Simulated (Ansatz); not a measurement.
# Ge₂H₄Cl₂: small, medium and large basis sets

An exercise on one series of results from a longer session: the logs are not shown, and one member is left open.

The runs use Ansatz 0.2.0, Gaussian basis; one geometry, several basis sets.

Plan: PBE0-D4/def2-SVP; ωB97M-V/def2-SVP; PBE0-D4/def2-QZVPP; ωB97M-V/def2-QZVPP; the functionals' def2-TZVPP values are taken from earlier runs.

## Structure used throughout

An earlier PBE0-D4 in a triple-zeta def2 set relaxation fixed the geometry.

SMILES `[Cl][GeH]([Cl])[GeH3]`, 8 atoms, charge 0, spin multiplicity 1.

Atoms are counted from 1 here; the program's logs count them from 0.

Bond lengths: Cl1–Ge2 2.154 Å, Ge2–Cl3 2.154 Å, Ge2–Ge4 2.424 Å, Ge2–H5 1.536 Å, Ge4–H6 1.534 Å, Ge4–H7 1.534 Å, Ge4–H8 1.531 Å. Angles: Cl1–Ge2–Cl3 107.2°, Cl1–Ge2–Ge4 108.6°, Cl1–Ge2–H5 106.4°, Cl3–Ge2–Ge4 108.6°, Cl3–Ge2–H5 106.4°, Ge4–Ge2–H5 119.0°, Ge2–Ge4–H6 108.6°, Ge2–Ge4–H7 108.6°, Ge2–Ge4–H8 107.6°, H6–Ge4–H7 110.3°, H6–Ge4–H8 110.8°, H7–Ge4–H8 110.8°.

The first run:

The input, in.yaml:

```yaml
crystal:
  periodic: [false, false, false]
  atoms:
    - {symbol: Cl, position_ang: [1.194359, -2.291371, -0.804317]}
    - {symbol: Ge, position_ang: [1.032166, -0.421382, 0.253030]}
    - {symbol: Cl, position_ang: [0.961050, -0.882920, 2.356141]}
    - {symbol: Ge, position_ang: [-1.051050, 0.646050, -0.376542]}
    - {symbol: H, position_ang: [2.352909, 0.325719, 0.017657]}
    - {symbol: H, position_ang: [-1.189901, 1.954078, 0.412566]}
    - {symbol: H, position_ang: [-1.019446, 0.932783, -1.883094]}
    - {symbol: H, position_ang: [-2.187989, -0.319857, -0.031241]}
basis:
  gaussian: {orbitals: def2-SVP}
hamiltonian: {xc: pbe0, dispersion: d4}
output: {orbitals: {seedname: orbitals}}
```

Among the steps run: PBE0-D4 in def2-SVP; ωB97M-V in def2-SVP; PBE0-D4 in def2-QZVPP; ωB97M-V in def2-QZVPP.

One table of the session follows, with a row left open; its other results are not shown here.

It belongs to the step «Functionals by basis». 

| functional | basis | HOMO (eV) |
| --- | --- | --- |
| PBE0-D4 | def2-SVP | -8.14 |
| PBE0-D4 | def2-TZVPP | ? |
| PBE0-D4 | def2-QZVPP | -8.26 |
| ωB97M-V | def2-SVP | -10.13 |
| ωB97M-V | def2-TZVPP | -10.28 |
| ωB97M-V | def2-QZVPP | -10.31 |

Estimate the missing values for PBE0-D4, def2-TZVPP.

**Answer.** HOMO (eV): -8.25. In the column «HOMO (eV)» it lies between PBE0-D4, def2-QZVPP (-8.26) and PBE0-D4, def2-SVP (-8.14).
